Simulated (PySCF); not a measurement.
# H18N6Ru ([Ru(NH3)6]3+): the cost of one run

Computed with PySCF 2.14.0 and routines of our own; the level stands in each step. Atoms count from 0.

## (1) The system as given

25 atoms, charge 3, states of the metal's open shell are computed; geometry from: model start, shaken.

## (2) Geometry optimisation at PBE0-D3(BJ)/def2-SVP

Job settings and geometry (Å):

```
{"job": {"xc": "PBE0", "basis": "def2-SVP", "d3": "d3bj", "grid": 1, "maxiter": 45, "solvent": "water", "kind": "geom"}, "charge": 3, "metal": "Ru", "open_shell": "d5"}
Ru     0.000020     0.004480    -0.004110
N     -0.013360    -0.006820     2.095130
H      0.943260     0.020100     2.492950
H     -0.480490     0.823450     2.505690
H     -0.469600    -0.830060     2.499900
N      0.010430    -0.020160    -2.116860
H     -0.970880    -0.019340    -2.527960
H      0.467650     0.797090    -2.496270
H      0.473530    -0.818910    -2.538090
N      2.101920    -0.000730     0.001700
H      2.477380     0.935190    -0.014680
H      2.488200    -0.455270     0.803990
H      2.499850    -0.457910    -0.824860
N     -2.111680     0.001660     0.000960
H     -2.518710    -0.941210     0.020380
H     -2.523540     0.484070     0.817900
H     -2.509960     0.501190    -0.804670
N     -0.017990     2.111120     0.008650
H     -0.002830     2.510580     0.941360
H      0.826110     2.521910    -0.481310
H     -0.813060     2.493390    -0.469270
N     -0.017810    -2.118690    -0.002940
H      0.013480    -2.483160    -0.962210
H      0.804190    -2.490630     0.441290
H     -0.823050    -2.501800     0.490030
```

Command:

```
OMP_NUM_THREADS=1 python lf_run.py task.json out
```

The driver reads the jobs from task.json and runs them one after another.

Q: Estimate the wall time and peak memory of this first job on 1 thread of Arm Neoverse V1, shared host.

About 19 min, with a peak of 2.2 GiB.
